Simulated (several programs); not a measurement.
# What each method gives for PbO2 (rutile)

PbO2 (rutile), relaxed with r2SCAN in Ansatz, was computed with several methods. It is tetragonal, P4_2/mnm (No. 136); a = 4.984 Å, c = 3.408 Å in the conventional setting, 14.11 Å³ an atom. Around Pb lie 6 O at 2.17–2.18 Å; around O lie 3 Pb at 2.17–2.18 Å. (Simulation; spin polarisation is off.)

```xyz
6
Lattice="4.9838 0.0000 0.0000 0.0000 4.9838 0.0000 0.0000 0.0000 3.4076" Properties=species:S:1:pos:R:3 pbc="T T T"
Pb    0.0000    0.0000    0.0000
Pb    2.4919    2.4919    1.7038
O     1.5311    1.5311    0.0000
O     0.9608    4.0230    1.7038
O     4.0230    0.9608    1.7038
O     3.4527    3.4527    0.0000
```

Gaps and times are for a single point on this cell; volume and bulk modulus come from each method's own relaxation or energy curve at fixed shape, which is too stiff where a cell has free coordinates or axes. Times are rough, from shared hosts (Arm Neoverse N1; Intel Xeon 6975P-C), and each method has its own mesh and cell size. A double dagger marks a value from a curve with shape and coordinates held. A star marks a curve whose lowest point is an end point. PM6 (MOPAC), PM7 (MOPAC), GFN1-xTB (tblite), GFN2-xTB (tblite) treat a cluster of cells at its zone centre, which samples few k points: where these miss a band edge, the gap comes out too large for that reason alone. Gaps from k meshes are read at a limited set of points (mesh, symmetry points, PBE's band edges), so each method's own least gap may be somewhat smaller. xTB and the PM methods were fitted mostly to molecules, and can miss a solid's gap by electronvolts. Minimal bases can be far off for gaps. Times of the plane-wave ladder aren't listed, since it ran on unlike processors and cards. d marks a direct gap, i an indirect one (no mark: not told apart), a dash a value that wasn't computed or didn't pass its checks.

```tsv
method	kind	gap (eV)	own volume (Å³/atom)	bulk modulus (GPa)	atoms computed	processor time
PBEsol	semilocal	–	14.20	–	6	–
light PBE (260 eV and a coarse mesh)	light plane-wave	0.09 d	–	–	6	2.5 s
GFN1-xTB (tblite)	tight binding	0	13.26‡	113‡	cluster	2.7 s
LDA	semilocal	0.02 i	13.77	–	6	–
GFN2-xTB (tblite)	tight binding	0	15.70*‡	49*‡	cluster	7.9 s
PM7 (MOPAC)	semi-empirical	3.03	–	–	cluster	8.3 s
PM6 (MOPAC)	semi-empirical	2.83	–	–	cluster	10 s
PBE/SZV (CP2K)	small basis	0.13 d	15.52*‡	100*‡	6	14 s
PBE	semilocal	overlap 0.01	14.81	123‡	6	–
PBE/DZVP (CP2K)	small basis	0.09 d	14.84‡	110‡	6	31 s
PBE+SOC	semilocal	overlap 0.01	–	–	6	–
r2SCAN	semilocal	0.07 i	14.11	152‡	6	–
PBE0	hybrid	0.60 i	–	–	6	–
```

Volumes against r2SCAN's: PBEsol +0.6 %, LDA -2.4 %, PBE +5.0 %.

With PBE the bands overlap or touch, or nearly. Semilocal functionals can close a real gap, so this doesn't show a metal; small gaps of other methods may in turn close between the points read or with spin-orbit coupling, and the solid may be a semimetal.

Only the rows marked +SOC include spin-orbit coupling.
